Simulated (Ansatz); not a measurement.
**BH6NSeSi: one species, many methods**

An exercise on one series of results from a longer session: the logs are not shown, and one member is left open.

Program: Ansatz 0.2.0, Gaussian basis. Level of theory: functionals in def2-TZVPP, the program's frozen cores in correlated methods. These are calculated values, not measurements.

Plan: PBE-D4, r2SCAN-D4, PBE0-D4, B3LYP-D4, ωB97X-V, ωB97M-V, B2PLYP; CCSD(T)/def2-TZVPP; MP2/def2-QZVPP; extrapolation to the limit.

**The relaxed structure**

The geometry comes from an earlier relaxation with PBE0-D4 in a triple-zeta def2 set; it is a stationary point, not always the lowest conformer.

SMILES `NB[SiH2][SeH]`, 10 atoms, charge 0, spin multiplicity 1.

Atoms are counted from 1 here; the program's logs count them from 0.

Bond lengths: N1–B2 1.385 Å, N1–H5 1.008 Å, N1–H6 1.007 Å, B2–Si3 2.012 Å, B2–H7 1.198 Å, Si3–Se4 2.298 Å, Si3–H8 1.488 Å, Si3–H9 1.494 Å, Se4–H10 1.469 Å. Angles: B2–N1–H5 123.0°, B2–N1–H6 123.7°, H5–N1–H6 113.2°, N1–B2–Si3 120.4°, N1–B2–H7 118.3°, Si3–B2–H7 121.3°, B2–Si3–Se4 109.3°, B2–Si3–H8 113.9°, B2–Si3–H9 112.8°, Se4–Si3–H8 102.9°, Se4–Si3–H9 109.9°, H8–Si3–H9 107.7°, Si3–Se4–H10 93.4°.

Coordinates:

```xyz
10
charge 0, multiplicity 1
N    -1.3432    1.2007   -0.2038
B    -0.8955   -0.0979   -0.3848
Si    0.6150   -0.8192    0.7310
Se    2.4643   -1.1218   -0.5987
H    -2.0732    1.6129   -0.7627
H    -0.9799    1.8245    0.4983
H    -1.4022   -0.7579   -1.2463
H     0.3670   -2.1835    1.2699
H     0.9579    0.0682    1.8833
H     2.3729    0.2228   -1.1832
```

The first run:

in.yaml reads:

```yaml
crystal:
  periodic: [false, false, false]
  atoms:
    - {symbol: N, position_ang: [-1.343157, 1.200660, -0.203842]}
    - {symbol: B, position_ang: [-0.895536, -0.097900, -0.384836]}
    - {symbol: Si, position_ang: [0.614964, -0.819196, 0.730994]}
    - {symbol: Se, position_ang: [2.464299, -1.121790, -0.598655]}
    - {symbol: H, position_ang: [-2.073170, 1.612909, -0.762736]}
    - {symbol: H, position_ang: [-0.979870, 1.824502, 0.498252]}
    - {symbol: H, position_ang: [-1.402247, -0.757905, -1.246253]}
    - {symbol: H, position_ang: [0.367026, -2.183504, 1.269874]}
    - {symbol: H, position_ang: [0.957889, 0.068244, 1.883334]}
    - {symbol: H, position_ang: [2.372902, 0.222781, -1.183231]}
basis:
  gaussian: {orbitals: def2-TZVPP}
hamiltonian: {xc: pbe, dispersion: d4}
output: {forces: true, orbitals: {seedname: orbitals}}
```

On the command line:

```
ansatz run in.yaml --threads 4 --pin off --events-out ev --progress --plain --max-ram 10444MiB
```

Steps of the session up to this table: PBE-D4 (GGA); r2SCAN-D4 (meta-GGA); PBE0-D4 (hybrid); B3LYP-D4 (hybrid); ωB97X-V (range-separated); ωB97M-V (range-separated); B2PLYP (double hybrid); CCSD(T) in def2-TZVPP; MP2 in def2-QZVPP.

One of the session's tables, all rows but one given; the rest of the session is left out.

| method | atomisation energy (kJ/mol) |
| --- | --- |
| PBE-D4 | 3280.8 |
| r2SCAN-D4 | 3249.5 |
| PBE0-D4 | 3237.8 |
| B3LYP-D4 | 3255.7 |
| ωB97X-V | 3263.8 |
| ωB97M-V | ? |
| B2PLYP | 3205.1 |
| HF/def2-TZVPP | 2355.9 |
| MP2/def2-TZVPP | 3162.7 |
| CCSD/def2-TZVPP | 3103.6 |
| CCSD(T)/def2-TZVPP | 3147.6 |
| MP2/CBS | 3256.9 |
| CCSD(T)/CBS | 3241.8 |

Q: Estimate the row for ωB97M-V from the others.

As computed: atomisation energy (kJ/mol): 3248.5. In the column «atomisation energy (kJ/mol)» it lies between CCSD(T)/CBS (3241.8) and r2SCAN-D4 (3249.5).
